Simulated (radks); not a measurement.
# Ionising europium step by step, Eu⁴²⁺ to Eu⁶²⁺

Aim: the successive ionisation energies of europium, each ion in the ground configuration that NIST lists, set against the tabulated values. Each value is a difference of total energies (Δ-SCF).

Program: radks (a radial shooting solver on a logarithmic mesh, Libxc functionals) version 1. Level of theory: scalar-relativistic Kohn-Sham, PBEsol, spin-polarised, spherical densities, finite nucleus; open shells are filled with parallel spins first. These are calculated values, not measurements, unless marked.

### 1 The atom as given

- element: europium (Z = 63)
- charges: 42 to 62
- first configuration: [Ar] 3d3
- last configuration: 1s1

Outer shells as boxes (Hund's rule):

Eu⁴²⁺
```
[Ar] core
3d [↑ ][↑ ][↑ ][  ][  ]
```

Eu⁶²⁺
```
1s [↑ ]
```

### 2 Eu⁴²⁺, [Ar] 3d3

Settings of this run:

```text
Z 63
configuration [Ar] 3d3 4s0 4p0
relativity scalar-relativistic
functional pbe_sol,pbe_sol
spin polarised
nucleus finite rms 5.1115 fm
c 137.035999084
```

### 3 Eu⁴³⁺, [Ar] 3d2

Input: that of step 2 with these lines changed.

```diff
@@ -1,3 +1,3 @@
 Z 63
-configuration [Ar] 3d3 4s0 4p0
+configuration [Ar] 3d2 4s0 4p0
 relativity scalar-relativistic
```

### 4 Eu⁴⁴⁺, [Ar] 3d1

Input: that of step 3 with these lines changed.

```diff
@@ -1,3 +1,3 @@
 Z 63
-configuration [Ar] 3d2 4s0 4p0
+configuration [Ar] 3d1
 relativity scalar-relativistic
```

### 5 Eu⁴⁵⁺, [Ar]

Input: that of step 4 with these lines changed.

```diff
@@ -1,3 +1,3 @@
 Z 63
-configuration [Ar] 3d1
+configuration [Ar]
 relativity scalar-relativistic
```

### 6 Eu⁴⁶⁺, [Ne] 3s2 3p5

Input: that of step 5 with these lines changed.

```diff
@@ -1,3 +1,3 @@
 Z 63
-configuration [Ar]
+configuration [Ne] 3s2 3p5
 relativity scalar-relativistic
```

### 7 Eu⁴⁷⁺, [Ne] 3s2 3p4

Input: that of step 6 with these lines changed.

```diff
@@ -1,3 +1,3 @@
 Z 63
-configuration [Ne] 3s2 3p5
+configuration [Ne] 3s2 3p4
 relativity scalar-relativistic
```

### 8 Eu⁴⁸⁺, [Ne] 3s2 3p3

Input: that of step 7 with these lines changed.

```diff
@@ -1,3 +1,3 @@
 Z 63
-configuration [Ne] 3s2 3p4
+configuration [Ne] 3s2 3p3
 relativity scalar-relativistic
```

### 9 Eu⁴⁹⁺, [Ne] 3s2 3p2

Input: that of step 8 with these lines changed.

```diff
@@ -1,3 +1,3 @@
 Z 63
-configuration [Ne] 3s2 3p3
+configuration [Ne] 3s2 3p2 4s0 3d0
 relativity scalar-relativistic
```

### 10 Eu⁵⁰⁺, [Ne] 3s2 3p1

Input: that of step 9 with these lines changed.

```diff
@@ -1,3 +1,3 @@
 Z 63
-configuration [Ne] 3s2 3p2 4s0 3d0
+configuration [Ne] 3s2 3p1 4s0 3d0
 relativity scalar-relativistic
```

### 11 Eu⁵¹⁺, [Ne] 3s2

Input: that of step 10 with these lines changed.

```diff
@@ -1,3 +1,3 @@
 Z 63
-configuration [Ne] 3s2 3p1 4s0 3d0
+configuration [Ne] 3s2 3p0 4s0
 relativity scalar-relativistic
```

### 12 Eu⁵²⁺, [Ne] 3s1

Input: that of step 11 with these lines changed.

```diff
@@ -1,3 +1,3 @@
 Z 63
-configuration [Ne] 3s2 3p0 4s0
+configuration [Ne] 3s1
 relativity scalar-relativistic
```

### 13 Eu⁵³⁺, [Ne]

Input: that of step 12 with these lines changed.

```diff
@@ -1,3 +1,3 @@
 Z 63
-configuration [Ne] 3s1
+configuration [Ne]
 relativity scalar-relativistic
```

### 14 Eu⁵⁴⁺, [He] 2s2 2p5

Input: that of step 13 with these lines changed.

```diff
@@ -1,3 +1,3 @@
 Z 63
-configuration [Ne]
+configuration [He] 2s2 2p5
 relativity scalar-relativistic
```

### 15 Eu⁵⁵⁺, [He] 2s2 2p4

Input: that of step 14 with these lines changed.

```diff
@@ -1,3 +1,3 @@
 Z 63
-configuration [He] 2s2 2p5
+configuration [He] 2s2 2p4
 relativity scalar-relativistic
```

### 16 Eu⁵⁶⁺, [He] 2s2 2p3

Input: that of step 15 with these lines changed.

```diff
@@ -1,3 +1,3 @@
 Z 63
-configuration [He] 2s2 2p4
+configuration [He] 2s2 2p3 3s0 3p0
 relativity scalar-relativistic
```

### 17 Eu⁵⁷⁺, [He] 2s2 2p2

Input: that of step 16 with these lines changed.

```diff
@@ -1,3 +1,3 @@
 Z 63
-configuration [He] 2s2 2p3 3s0 3p0
+configuration [He] 2s2 2p2 3s0 3p0
 relativity scalar-relativistic
```

### 18 Eu⁵⁸⁺, [He] 2s2 2p1

Input: that of step 17 with these lines changed.

```diff
@@ -1,3 +1,3 @@
 Z 63
-configuration [He] 2s2 2p2 3s0 3p0
+configuration [He] 2s2 2p1 3s0 3p0
 relativity scalar-relativistic
```

### 19 Eu⁵⁹⁺, [He] 2s2

Input: that of step 18 with these lines changed.

```diff
@@ -1,3 +1,3 @@
 Z 63
-configuration [He] 2s2 2p1 3s0 3p0
+configuration [He] 2s2
 relativity scalar-relativistic
```

### 20 Eu⁶⁰⁺, [He] 2s1

Input: that of step 19 with these lines changed.

```diff
@@ -1,3 +1,3 @@
 Z 63
-configuration [He] 2s2
+configuration [He] 2s1 2p0 3s0
 relativity scalar-relativistic
```

### 21 Eu⁶¹⁺, [He]

Input: that of step 20 with these lines changed.

```diff
@@ -1,3 +1,3 @@
 Z 63
-configuration [He] 2s1 2p0 3s0
+configuration [He]
 relativity scalar-relativistic
```

### 22 Eu⁶²⁺, 1s1

Input: that of step 21 with these lines changed.

```diff
@@ -1,3 +1,3 @@
 Z 63
-configuration [He]
+configuration 1s1
 relativity scalar-relativistic
```

**Question.** What will these runs give? Wanted: for each run, species; configuration; Δ-SCF; −ε(HOMO); NIST; error.

As calculated:

| species | configuration | Δ-SCF (eV) | −ε(HOMO) (eV) | NIST (eV) | error (%) |
| --- | --- | --- | --- | --- | --- |
| Eu⁴²⁺ | [Ar] 3d3 | 3268.9 | 3215.0 | 3279 (theory) | -0.3 |
| Eu⁴³⁺ | [Ar] 3d2 | 3379.7 | 3325.3 | 3398 (theory) | -0.5 |
| Eu⁴⁴⁺ | [Ar] 3d1 | 3491.2 | 3436.5 | 3510 (theory) | -0.5 |
| Eu⁴⁵⁺ | [Ar] | 3875.9 | 3828.3 | 3823 (theory) | +1.4 |
| Eu⁴⁶⁺ | [Ne] 3s2 3p5 | 3974.1 | 3926.9 | 3921 (theory) | +1.4 |
| Eu⁴⁷⁺ | [Ne] 3s2 3p4 | 4070.9 | 4024.5 | 4031 (theory) | +1.0 |
| Eu⁴⁸⁺ | [Ne] 3s2 3p3 | 4199.0 | 4149.8 | 4131 (theory) | +1.6 |
| Eu⁴⁹⁺ | [Ne] 3s2 3p2 | 4299.9 | 4251.1 | 4400 (theory) | -2.3 |
| Eu⁵⁰⁺ | [Ne] 3s2 3p1 | 4399.3 | 4351.4 | 4513 (theory) | -2.5 |
| Eu⁵¹⁺ | [Ne] 3s2 | 4741.3 | 4698.4 | 4729 (theory) | +0.3 |
| Eu⁵²⁺ | [Ne] 3s1 | 4849.5 | 4806.2 | 4838 (theory) | +0.2 |
| Eu⁵³⁺ | [Ne] | 11092.1 | 10959.8 | 10880 (theory) | +1.9 |
| Eu⁵⁴⁺ | [He] 2s2 2p5 | 11363.7 | 11232.3 | 11153 (theory) | +1.9 |
| Eu⁵⁵⁺ | [He] 2s2 2p4 | 11630.4 | 11502.1 | 11457 (theory) | +1.5 |
| Eu⁵⁶⁺ | [He] 2s2 2p3 | 11994.3 | 11856.5 | 11739 (theory) | +2.2 |
| Eu⁵⁷⁺ | [He] 2s2 2p2 | 12275.3 | 12138.5 | 12718 (theory) | -3.5 |
| Eu⁵⁸⁺ | [He] 2s2 2p1 | 12551.0 | 12417.5 | 13050 (theory) | -3.8 |
| Eu⁵⁹⁺ | [He] 2s2 | 13485.6 | 13382.9 | 13462 (theory) | +0.2 |
| Eu⁶⁰⁺ | [He] 2s1 | 13758.4 | 13654.3 | 13738.6 (theory) | +0.1 |
| Eu⁶¹⁺ | [He] | 55998 | 55578 | 55865.9 (theory) | +0.2 |
| Eu⁶²⁺ | 1s1 | 57161 | 56736 | 57120.6 (theory) | +0.1 |

**Reading.** Reference values: NIST Atomic Spectra Database (exp. measured, semi-emp. semi-empirical, theory a theoretical value adopted there). The steepest step, after dividing by the final charge, comes at Eu⁶¹⁺ in [He], where the value goes from 13758.4 to 55998 eV. There the highest level belongs to another shell. Minus the highest eigenvalue gives 98 to 99 % of the Δ-SCF value along the ladder. Open shells are spherical and high-spin; term and fine-structure splittings are not resolved. Spin-orbit splitting is averaged out at the scalar-relativistic level.
